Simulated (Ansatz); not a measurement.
# Rh: energy and stress against strain

The task, for Rh: see how energy and stress answer to the strain pattern (1, 0, 0, 0, 0, 0).

Method: DFT PBEsol, scalar-relativistic, plane waves, PAW, in Ansatz 0.2.0.

**1. The system as given**

Symmetry: Fm-3m, No. 225, cubic system. The conventional cell has a = 3.803 Å, b = 3.803 Å, c = 3.803 Å, α = 90.00°, β = 90.00°, γ = 90.00°. Around Rh (site symmetry m-3m) lie 12 Rh at 2.69 Å.

As a file:

```cif
data_structure
_symmetry_space_group_name_H-M 'Fm-3m'
_symmetry_Int_Tables_number 225
_cell_length_a 3.8031
_cell_length_b 3.8031
_cell_length_c 3.8031
_cell_angle_alpha 90.000
_cell_angle_beta 90.000
_cell_angle_gamma 90.000
_cell_volume 55.01
loop_
_atom_site_label
_atom_site_type_symbol
_atom_site_symmetry_multiplicity
_atom_site_Wyckoff_symbol
_atom_site_fract_x
_atom_site_fract_y
_atom_site_fract_z
_atom_site_occupancy
Rh1 Rh 4 a 0.00000 0.00000 0.00000 1
```

No relaxation comes first: the listed cell is the starting point.

**2. The reference cell**

The reference gives a free energy of -6338.7493 eV, pressure -5.07 GPa, largest force 0.000 eV/Å and gap on the mesh none (metal). It was computed beforehand with the settings of the runs below.

**3. Next: energy and stress against strain**

The cell is strained by ε times the Voigt pattern (1, 0, 0, 0, 0, 0) (xx, yy, zz, yz, xz, xy; engineering shear), with fractional coordinates fixed (clamped ions). The stress on the pattern is the sum of the stress components weighted by it, tension positive.

**4. Point ε = -0.0400**

Input file input.yaml:

```yaml
crystal:
  lattice:
    - [0.0, 1.90155, 1.90155]
    - [1.825488, 0.0, 1.90155]
    - [1.825488, 1.90155, 0.0]
  atoms:
    - { symbol: Rh, position: [0.0, 0.0, 0.0] }
basis:
  ecutwfc: 420
kpoints:
  mp_grid: { grid: [22, 22, 22] }
hamiltonian:
  xc: pbesol
scf:
  occupations: { method: gaussian, width: 0.15 }
output:
  forces: true
  stress: true
  eigenvalues: true
```

Run with:

```bash
$ ansatz run input.yaml --threads 1 --pin off --max-ram 2560MiB --backend cpu --events-out ev --progress --plain --runs-dir out
```

**5. Point ε = 0.0300**

input.yaml, as its differences from that of step 4:

```diff
@@ -3,4 +3,4 @@
     - [0.0, 1.90155, 1.90155]
-    - [1.825488, 0.0, 1.90155]
-    - [1.825488, 1.90155, 0.0]
+    - [1.9585965, 0.0, 1.90155]
+    - [1.9585965, 1.90155, 0.0]
   atoms:
```

**6. Point ε = -0.0200**

input.yaml, as its differences from that of step 5:

```diff
@@ -3,4 +3,4 @@
     - [0.0, 1.90155, 1.90155]
-    - [1.9585965, 0.0, 1.90155]
-    - [1.9585965, 1.90155, 0.0]
+    - [1.863519, 0.0, 1.90155]
+    - [1.863519, 1.90155, 0.0]
   atoms:
```

**7. ε = 0.0100**

input.yaml, as its differences from that of step 6:

```diff
@@ -3,4 +3,4 @@
     - [0.0, 1.90155, 1.90155]
-    - [1.863519, 0.0, 1.90155]
-    - [1.863519, 1.90155, 0.0]
+    - [1.9205655, 0.0, 1.90155]
+    - [1.9205655, 1.90155, 0.0]
   atoms:
```

**8. Point ε = 0.0400**

input.yaml, as its differences from that of step 7:

```diff
@@ -3,4 +3,4 @@
     - [0.0, 1.90155, 1.90155]
-    - [1.9205655, 0.0, 1.90155]
-    - [1.9205655, 1.90155, 0.0]
+    - [1.977612, 0.0, 1.90155]
+    - [1.977612, 1.90155, 0.0]
   atoms:
```

**9. Point ε = -0.0300**

input.yaml, as its differences from that of step 8:

```diff
@@ -3,4 +3,4 @@
     - [0.0, 1.90155, 1.90155]
-    - [1.977612, 0.0, 1.90155]
-    - [1.977612, 1.90155, 0.0]
+    - [1.8445035, 0.0, 1.90155]
+    - [1.8445035, 1.90155, 0.0]
   atoms:
```

**10. Point ε = 0.0200**

input.yaml, as its differences from that of step 9:

```diff
@@ -3,4 +3,4 @@
     - [0.0, 1.90155, 1.90155]
-    - [1.8445035, 0.0, 1.90155]
-    - [1.8445035, 1.90155, 0.0]
+    - [1.939581, 0.0, 1.90155]
+    - [1.939581, 1.90155, 0.0]
   atoms:
```

**11. At ε = -0.0100**

input.yaml, as its differences from that of step 10:

```diff
@@ -3,4 +3,4 @@
     - [0.0, 1.90155, 1.90155]
-    - [1.939581, 0.0, 1.90155]
-    - [1.939581, 1.90155, 0.0]
+    - [1.8825345, 0.0, 1.90155]
+    - [1.8825345, 1.90155, 0.0]
   atoms:
```

**12. At ε = 0.0350**

input.yaml, as its differences from that of step 11:

```diff
@@ -3,4 +3,4 @@
     - [0.0, 1.90155, 1.90155]
-    - [1.8825345, 0.0, 1.90155]
-    - [1.8825345, 1.90155, 0.0]
+    - [1.96810425, 0.0, 1.90155]
+    - [1.96810425, 1.90155, 0.0]
   atoms:
```

(Steps that only read results are left out.)

**Question.** What will these runs give? Wanted: slope of the stress at ε = 0, over ±0.0100.

**Answer**, as computed:

```
                                  quantity    value
slope of the stress at ε = 0, over ±0.0100  434 GPa
```

In words: From the stress slope, C11 is about 434 GPa with the ions clamped. The reference stands under -5.1 GPa, so this is no zero-stress constant. The undisturbed cell is not the lowest point: the energy is 2.4 meV/atom lower at ε = -0.0100; the cell was taken as given and not relaxed at this level.
